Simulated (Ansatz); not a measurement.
LiTiB4:

```xyz
6
Lattice="3.0210 0.0000 0.0000 -1.5105 2.6162 0.0000 0.0000 0.0000 6.7608" Properties=species:S:1:pos:R:3 pbc="T T T"
Li    0.0000    0.0000    3.3804
Ti    0.0000    0.0000    0.0000
B     0.0000    1.7442    5.1879
B     1.5105    0.8721    5.1879
B     0.0000    1.7442    1.5730
B     1.5105    0.8721    1.5730
```

The cell was built by a generator and needn't be a form met in nature.

```yaml
Program: Ansatz 0.2.0
Task: relaxation of cell and atoms
Functional: LDA
Potentials_or_basis: Ansatz PAW
Cutoff: "420 eV (not typed: the program's choice for these potentials)"
k_mesh: 7 × 7 × 3
Occupations: fermi-dirac, width 0.05 eV
Spin: no spin polarisation
```

At the start: volume 8.91 Å³/atom.

Question: How do energy, volume and symmetry change on relaxing?

Answer: It ends after 8 steps and the volume is 8.44 Å³/atom (-5.2 %); space group P6/mmm (No. 191, to 0.05 Å).

Step by step:
```tsv
step	energy change (eV)	largest force (eV/Å)	volume (Å³)
1	0.0000	0.2185	53.43
2	-0.0679	0.0344	51.38
3	-0.0739	0.0062	50.62
4	-0.0741	0.0014	50.70
5	-0.0741	0.0000	50.70
6	-0.0708	0.0002	50.70
7	-0.0709	0.0006	50.66
8	-0.0708	0.0006	50.66
```

Final structure:
```cif
data_structure
_symmetry_space_group_name_H-M 'P 1'
_symmetry_Int_Tables_number 1
_cell_length_a 2.9873
_cell_length_b 2.9873
_cell_length_c 6.5550
_cell_angle_alpha 90.000
_cell_angle_beta 90.000
_cell_angle_gamma 120.000
_cell_volume 50.66
loop_
_atom_site_label
_atom_site_type_symbol
_atom_site_fract_x
_atom_site_fract_y
_atom_site_fract_z
_atom_site_occupancy
Li1 Li 0.00000 0.00000 0.50000 1
Ti1 Ti 0.00000 0.00000 0.00000 1
B1 B 0.33333 0.66667 0.76583 1
B2 B 0.66667 0.33333 0.76583 1
B3 B 0.33333 0.66667 0.23417 1
B4 B 0.66667 0.33333 0.23417 1
```

Caveat: the plane-wave basis is chosen anew once the cell has moved, so the energies of steps on either side of that aren't comparable; the PAW data sets come from PBE, with cores solved anew for the run's functional, which leaves a small shift of forces and pressure.
